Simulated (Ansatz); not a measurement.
# C2H10BNOSi: the cost of one run

Program: Ansatz 0.2.0. Level of theory: RKS PBE0/STO-3G. These are calculated values, not measurements.

### Step 1. The system as given

Bond lengths (14 of 15 bonds, heavy atoms first): C1–C2 1.537 Å, C2–O3 1.429 Å, O3–B4 1.521 Å, B4–N5 1.550 Å, N5–Si6 1.806 Å, C1–H7 1.134 Å, C1–H8 1.121 Å, C1–H9 1.068 Å, C2–H10 1.125 Å, C2–H11 1.139 Å, B4–H12 1.129 Å, N5–H13 1.082 Å, Si6–H14 1.445 Å, Si6–H15 1.459 Å. Angles (14 of 25 angles, heavy atoms first): C1–C2–O3 110.3°, C2–O3–B4 106.2°, O3–B4–N5 114.2°, B4–N5–Si6 106.1°, C1–C2–H10 106.2°, C1–C2–H11 108.3°, O3–C2–H10 112.8°, O3–C2–H11 110.8°, C2–C1–H7 105.7°, C2–C1–H8 107.8°, C2–C1–H9 109.5°, O3–B4–H12 123.8°, N5–B4–H12 121.7°, B4–N5–H13 108.8°.

Coordinates:

```xyz
16

C    -0.2846   -2.5876   -1.2252
C     0.1119   -1.2604   -0.5583
O    -0.3186   -0.1565   -1.3568
B     0.2419    1.0913   -0.6922
N    -0.7499    1.8006    0.2649
Si    0.0949    1.9326    1.8561
H    -1.4119   -2.5484   -1.3394
H     0.1690   -2.6055   -2.2499
H    -0.0199   -3.4010   -0.5854
H     1.2285   -1.2948   -0.4290
H    -0.3662   -1.2232    0.4744
H     1.2449    1.5422   -0.9470
H    -0.9157    2.8090   -0.0907
H     1.3393    2.6529    1.7105
H    -0.7535    2.6264    2.8195
H     0.3671    0.5997    2.3928
```

### Step 2. Relaxing the start

The input, input.yaml:

```yaml
crystal:
  periodic: [false, false, false]
  atoms:
    - { symbol: C, position_ang: [-0.2846, -2.5876, -1.2252] }
    - { symbol: C, position_ang: [0.1119, -1.2604, -0.5583] }
    - { symbol: O, position_ang: [-0.3186, -0.1565, -1.3568] }
    - { symbol: B, position_ang: [0.2419, 1.0913, -0.6922] }
    - { symbol: "N", position_ang: [-0.7499, 1.8006, 0.2649] }
    - { symbol: Si, position_ang: [0.0949, 1.9326, 1.8561] }
    - { symbol: H, position_ang: [-1.4119, -2.5484, -1.3394] }
    - { symbol: H, position_ang: [0.169, -2.6055, -2.2499] }
    - { symbol: H, position_ang: [-0.0199, -3.401, -0.5854] }
    - { symbol: H, position_ang: [1.2285, -1.2948, -0.429] }
    - { symbol: H, position_ang: [-0.3662, -1.2232, 0.4744] }
    - { symbol: H, position_ang: [1.2449, 1.5422, -0.947] }
    - { symbol: H, position_ang: [-0.9157, 2.809, -0.0907] }
    - { symbol: H, position_ang: [1.3393, 2.6529, 1.7105] }
    - { symbol: H, position_ang: [-0.7535, 2.6264, 2.8195] }
    - { symbol: H, position_ang: [0.3671, 0.5997, 2.3928] }
basis:
  gaussian: { orbitals: STO-3G }
hamiltonian:
  xc: pbe0
relax:
  f_tol: 0.02
  max_steps: 40
scf:
  lower_state_search: "off"
output:
  orbitals: {}
```

Command:

```bash
$ ansatz run input.yaml --threads 1 --pin off --max-ram 2048MiB --backend cpu --events-out ev --progress --plain --runs-dir out
```

What time and memory should one allow on 1 thread of Arm Neoverse V2, shared host?

About 2.2 min, with a peak of 0.17 GiB.
